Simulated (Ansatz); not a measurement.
**BCl2HS: one species, many methods**

One table from this session's results is given with a row withheld; the runs are named, their logs left out.

Method: functionals in def2-TZVPP, the program's frozen cores in correlated methods; program: Ansatz 0.2.0, Gaussian basis.

Plan: LDA (SPW92), PBE-D4, revPBE-D4, BLYP-D4, r2SCAN-D4, B97M-V, PBE0-D4, B3LYP-D4, r2SCANh-D4, r2SCAN0-D4, HSE06-D4, BHLYP-D4, CAM-B3LYP-D4, LC-ωPBE, ωB97X-V, ωB97M-V, B2PLYP, PBE-QIDH; CCSD(T)/def2-SVP; CCSD(T)/def2-TZVPP; MP2/def2-QZVPP; extrapolation to the limit; RPA on PBE.

## Structure used throughout

An earlier PBE0-D4 in a triple-zeta def2 set relaxation fixed the geometry.

SMILES `SB(Cl)Cl`, 5 atoms, charge 0, spin multiplicity 1.

Atoms are counted from 1 here; the program's logs count them from 0.

Bond lengths: S1–B2 1.787 Å, S1–H5 1.343 Å, B2–Cl3 1.746 Å, B2–Cl4 1.747 Å. Angles: B2–S1–H5 96.3°, S1–B2–Cl3 117.5°, S1–B2–Cl4 122.7°, Cl3–B2–Cl4 119.7°.

The first run:

The input, in.yaml:

```yaml
crystal:
  periodic: [false, false, false]
  atoms:
    - {symbol: S, position_ang: [-0.116379, 1.375625, 0.225186]}
    - {symbol: B, position_ang: [0.242098, -0.374247, 0.179010]}
    - {symbol: Cl, position_ang: [1.348675, -1.003724, 1.374284]}
    - {symbol: Cl, position_ang: [-0.465063, -1.452836, -0.999269]}
    - {symbol: H, position_ang: [-0.959431, 1.381581, -0.820611]}
basis:
  gaussian: {orbitals: def2-TZVPP}
hamiltonian: {xc: lda}
output: {orbitals: {seedname: orbitals}}
```

The run is started by

```
$ ansatz run in.yaml --threads 4 --pin off --events-out ev --progress --plain --max-ram 10444MiB
```

Steps of the session up to this table: LDA; PBE-D4 (GGA); revPBE-D4 (GGA); BLYP-D4 (GGA); r2SCAN-D4 (meta-GGA); B97M-V (meta-GGA); B3LYP-D4 (hybrid); r2SCANh-D4 (hybrid); r2SCAN0-D4 (hybrid); HSE06-D4 (hybrid); BHLYP-D4 (hybrid); CAM-B3LYP-D4 (range-separated); LC-ωPBE (range-separated); ωB97X-V (range-separated); ωB97M-V (range-separated); B2PLYP (double hybrid); PBE-QIDH (double hybrid).

One table of the session follows, with a row left open; its other results are not shown here.

It belongs to the step «Orbital energies across the functionals». 

| functional | HOMO (eV) | gap (eV) |
| --- | --- | --- |
| LDA (SPW92) | -7.27 | 4.81 |
| PBE-D4 | ? | ? |
| revPBE-D4 | -7.08 | 4.95 |
| BLYP-D4 | -6.94 | 4.92 |
| r2SCAN-D4 | -7.43 | 5.47 |
| B97M-V | -7.49 | 5.68 |
| PBE0-D4 | -8.35 | 7.03 |
| B3LYP-D4 | -8.08 | 6.61 |
| r2SCANh-D4 | -7.88 | 6.23 |
| r2SCAN0-D4 | -8.55 | 7.39 |
| HSE06-D4 | -7.95 | 6.25 |
| BHLYP-D4 | -9.41 | 9.20 |
| CAM-B3LYP-D4 | -9.64 | 9.49 |
| LC-ωPBE | -11.07 | 11.97 |
| ωB97X-V | -10.69 | 11.58 |
| ωB97M-V | -10.49 | 11.28 |

Estimate the missing values for PBE-D4.

The run gave: HOMO (eV): -7.13; gap (eV): 4.91. In the column «HOMO (eV)» it lies between LDA (SPW92) (-7.27) and revPBE-D4 (-7.08).
